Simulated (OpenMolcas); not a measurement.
# As: CASSCF terms and fine-structure levels

Aim: the low terms and levels of As, with their order and spacing.

The numbers are computed with OpenMolcas 26.06 (state-averaged CASSCF, spin-orbit coupling by RASSI with atomic mean-field integrals), except any that are marked as measured or tabulated.

3 further runs of the same task are left out: 3 set aside as unsound or not needed.

**1. The atom as given**

| Quantity | Value |
| --- | --- |
| Species | As (arsenic, Z = 33, 33 electrons) |
| Basis | ANO-RCC-VDZP [5s4p2d], 27 functions |
| Scalar Hamiltonian | DKH2, point nucleus |
| Inactive shells | 1s 2s 2p 3s 3p 3d |
| Active space | 5 electrons in 4 orbitals (4s 4p) |
| Some configurations of this space | 4p⁵, 4s 4p⁴, 4s² 4p³ |
| Orbitals | optimised for the highest spin of each parity, averaged over all roots |

Outer shells as boxes (Hund's rule):

4p5
```
4p [↑↓][↑↓][↑ ]
```

4s 4p4
```
4s [↑ ]
4p [↑↓][↑ ][↑ ]
```

4s2 4p3
```
4s [↑↓]
4p [↑ ][↑ ][↑ ]
```

The work runs as a chain of OpenMolcas steps in one folder; each step below is one input file. Labels, J, g values, rates, χT and fits are worked out afterwards by a script from the matrices that RASSI stores.

**2. Basis and integrals**

The input, a.inp:

```
&GATEWAY
Coord
1

As 0.0 0.0 0.0
Basis=ANO-RCC-VDZP
Group=XYZ
NoMove
AngMom=0.0 0.0 0.0
AMFI
&SEWARD
```

**3. CASSCF: quartets of odd parity, 1 root**

The input, a.inp:

```
&RASSCF
FileOrb=start.orb
Symmetry=2
Spin=4
nActEl=5 0 0
Inactive=8 6
Ras2=1 3
CIRoot=1 1 1
SDav=1
CIMx=300
Iter=120 100
PrWF=0.3
OrbListing=Nothing
MaxOrb=0
Atom
>>> COPY $Project.JobIph JOB001
```

start.orb holds the contracted functions of the basis, ordered by shell, or the orbitals of the step before.

**4. CASSCF: doublets of odd parity, 11 roots**

The input, a.inp:

```
&RASSCF
FileOrb=start.orb
Symmetry=2
Spin=2
nActEl=5 0 0
Inactive=8 6
Ras2=1 3
CIRoot=11 11 1
SDav=11
CIMx=300
Iter=120 100
PrWF=0.3
OrbListing=Nothing
MaxOrb=0
Atom
CIOnly
>>> COPY $Project.JobIph JOB002
```

**5. CASSCF: quartets of even parity, 3 roots**

The input, a.inp:

```
&RASSCF
FileOrb=start.orb
Symmetry=1
Spin=4
nActEl=5 0 0
Inactive=8 6
Ras2=1 3
CIRoot=3 3 1
SDav=3
CIMx=300
Iter=120 100
PrWF=0.3
OrbListing=Nothing
MaxOrb=0
Atom
>>> COPY $Project.JobIph JOB003
```

**6. State interaction with spin-orbit coupling**

The input, a.inp:

```
&RASSI
NrOfJobIphs=3 1 8 3
1
1 2 3 4 5 6 7 8
1 2 3
IphNames
JOB001
JOB002
JOB003
EJob
SpinOrbit
DIPRint=1.0
SOCoupling=1000.0
Subsets=2
MEES
Property=10
'ANGMOM' 1 'ANGMOM' 2 'ANGMOM' 3 'MLTPL  1' 1 'MLTPL  1' 2 'MLTPL  1' 3
'AMFI' 1 'AMFI' 2 'AMFI' 3 'MLTPL  2' 6
SOProperty=3
'ANGMOM' 1 'ANGMOM' 2 'ANGMOM' 3
```

(Steps that only read results are left out.)

Q: Predict the outcome of this session. Wanted: lowest level; first excited level; spin-orbit lowering of the lowest level; strongest of the lines computed, by gA, at CASSCF energies.

As calculated:

```
                                                  quantity                                                        value
                                                    method                                                       CASSCF
                                              lowest level               4s² 4p³ ⁴S°_3/2, 100 % of that term, g = 2.000
                               ground level listed by NIST                                                       4S°3/2
                                       first excited level                                4s² 4p³ ²D°_3/2 at 14500 cm⁻¹
                   spin-orbit lowering of the lowest level                                                    75.6 cm⁻¹
strongest of the lines computed, by gA, at CASSCF energies  4s 4p⁴ ⁴P_5/2 → 4s² 4p³ ⁴S°_3/2, 140.4 nm, A = 1.10e+09 s⁻¹
```

In words: The computed levels miss the measured ones by 3300 cm⁻¹ on average. Only the configurations of the active space and the roots asked for are present. The doublets rest on orbitals optimised for another spin in at least one step, which raises them against the optimised states. Not all states of the active space went into the spin-orbit step. No d shell is active. Only valence configurations of the active space appear, up to the ionisation limit; * or ° marks odd parity.
